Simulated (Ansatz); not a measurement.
# SiNi: the cost of one run

Computed with Ansatz 0.2.0 through its Python package. Level of theory: DFT PBE, plane waves, PAW.

### 1 The system

The structure is orthorhombic, space group Pnma (No. 62). Conventional cell: a = 5.173 Å, b = 3.338 Å, c = 5.605 Å, α = 90.00°, β = 90.00°, γ = 90.00°. Si (site symmetry m) has 6 Ni at 2.28 to 2.40 Å as nearest neighbours. Ni (site symmetry m) has 6 Si at 2.28 to 2.40 Å as nearest neighbours.

The script holds or builds the structure itself.

### 2 Script

The input, sini_vcrelax.py:

```python
"""Cell relaxation of SiNi."""

from pathlib import Path

import ansatz as az
from ase import Atoms
from ase.io import write
from ase.io.cube import read_cube_data
from ase.units import Bohr
import matplotlib.pyplot as plt
import numpy as np

def edges_and_angles(cell):
    cell = np.asarray(cell)
    a, b, c = np.linalg.norm(cell, axis=1)
    cosines = cell[1] @ cell[2] / (b * c), cell[0] @ cell[2] / (a * c), cell[0] @ cell[1] / (a * b)
    return (a, b, c, *np.degrees(np.arccos(cosines)))


def main() -> None:
    atoms = Atoms(
        ["Si", "Si", "Si", "Si", "Ni", "Ni", "Ni", "Ni"],
        scaled_positions=[
            [0.32128, 0.75, 0.0825],
            [0.17872, 0.25, 0.5825],
            [0.82128, 0.75, 0.4175],
            [0.67872, 0.25, 0.9175],
            [0.00779, 0.25, 0.18752],
            [0.49221, 0.75, 0.68752],
            [0.50779, 0.25, 0.31248],
            [0.99221, 0.75, 0.81248],
        ],
        cell=[
            [5.1731, 0.0, 0.0],
            [0.0, 3.3381, 0.0],
            [0.0, 0.0, 5.6049],
        ],
        pbc=True,
    )
    atoms.set_initial_magnetic_moments([0.0, 0.0, 0.0, 0.0, 1.5, -1.5, 1.5, -1.5])
    structure = az.Crystal.from_ase(atoms)

    # every cell quantity that the symmetry leaves free
    model = (
        structure.calculation()
        .functional(az.Functional.PBE)
        .pseudopotentials("paw")
        .kpoints(length=28)
        .occupations("fermi_dirac", width=0.15)
        .spin("collinear")
        .relax(force_tolerance=0.05, cell=True)
        .density()
        .output_files(volumetric_format=["cube", "npy"])
    )
    steps = []


    def collect(event):
        if event["event"] == "relax_step":
            steps.append(event["data"])


    res = model.session().plan().execute(on_event=collect)
    data = res.report
    print("step   energy (eV)     max comp. (eV/A)   P (GPa)  SCF")
    for s in steps:
        print(f"{s['step']:4d} {s['lagrangian_ev']:15.5f} {s['allowed_force_max_ev_ang']:12.4f} {s['pressure_gpa']:10.3f} {s['n_scf']:5d}")

    first, last = steps[0], steps[-1]
    symbols = [site.symbol for site in res.lattice.sites]
    print(f"energy gained {first['lagrangian_ev'] - last['lagrangian_ev']:.4f} eV in {len(steps) - 1} steps")
    for label, vectors in (("before", first["cell_ang"]), ("after", res.lattice.cell_ang)):
        print(label, "a b c (A) {:.4f} {:.4f} {:.4f}  angles {:.2f} {:.2f} {:.2f}".format(*edges_and_angles(vectors)), f" V = {abs(np.linalg.det(vectors)):.3f} A^3")
    print("final stress xx yy zz (GPa, compression positive):", np.round(np.diag(data["stress_gpa"]), 3) + 0.0)

    fig, (top, bottom) = plt.subplots(2, 1, sharex=True, figsize=(4.5, 4))
    top.plot([s["lagrangian_ev"] - last["lagrangian_ev"] for s in steps], "o-")
    top.set_ylabel("E - E(final) (eV)")
    bottom.semilogy([max(s["allowed_force_max_ev_ang"], 1e-6) for s in steps], "s-")
    bottom.set(xlabel="step", ylabel="largest force (eV/A)")
    fig.tight_layout()
    fig.savefig("relax.png", dpi=100)

    relaxed = Atoms(symbols, positions=[site.position_ang for site in res.lattice.sites], cell=res.lattice.cell_ang, pbc=True)
    write("relaxed.vasp", relaxed, format="vasp")

    print(f"free energy      {data['free_energy_ev']:.5f} eV")
    print(f"per atom         {data['free_energy_ev'] / len(res.lattice.sites):.5f} eV")
    print(f"SCF iterations   {data['n_iterations']}  (converged: {data['converged']})")

    print("site moments (muB):", [round(m, 2) for m in data["site_moments_mub"]])
    print("electrons up, down:", [round(n, 3) for n in data["spin_occupation_sums"]])

    # cube files hold the density in electrons per cubic bohr
    folder = Path(res.write_results("cubes"))
    print("\n".join((folder / "rho.cube").read_text().splitlines()[: 6 + 6]))
    values, cube_atoms = read_cube_data(str(folder / "rho.cube"))
    print("electrons from the file:", round(values.mean() * cube_atoms.get_volume() / Bohr ** 3, 3))


if __name__ == "__main__":
    main()
```

### 3 What the engine is handed

The package turns the script's settings into the engine's input:

```yaml
crystal:
  lattice:
    - [5.1731, 0.0, 0.0]
    - [0.0, 3.3381, 0.0]
    - [0.0, 0.0, 5.6049]
  atoms:
    - { symbol: Si, position: [0.32128, 0.7499999999999999, 0.0825], spin: 0.0 }
    - { symbol: Si, position: [0.17872, 0.25, 0.5825], spin: 0.0 }
    - { symbol: Si, position: [0.82128, 0.7499999999999999, 0.4175], spin: 0.0 }
    - { symbol: Si, position: [0.67872, 0.25, 0.9174999999999999], spin: 0.0 }
    - { symbol: Ni, position: [0.00779, 0.25, 0.18752], spin: 1.5 }
    - { symbol: Ni, position: [0.49221, 0.7499999999999999, 0.68752], spin: -1.5 }
    - { symbol: Ni, position: [0.50779, 0.25, 0.31248], spin: 1.5 }
    - { symbol: Ni, position: [0.99221, 0.7499999999999999, 0.81248], spin: -1.5 }
kpoints:
  mp_grid:
    grid: [5, 8, 5]
hamiltonian:
  xc: pbe
  pseudopotentials:
    kind: paw
magnetization:
  spin_polarized: true
scf:
  occupations:
    method: fermi_dirac
    width: 0.15
relax:
  f_tol: 0.05
  cell: {}
output:
  write_density: true
  volumetric_format: [cube, npy]
```

### 4 Running it

The run is started by

```sh
> python sini_vcrelax.py
```

**Question.** How long does this script take on 1 thread of Intel Xeon 6975P-C (Granite Rapids), shared host, and how much memory does it need?

About 2.4 min, with a peak of 0.82 GiB.
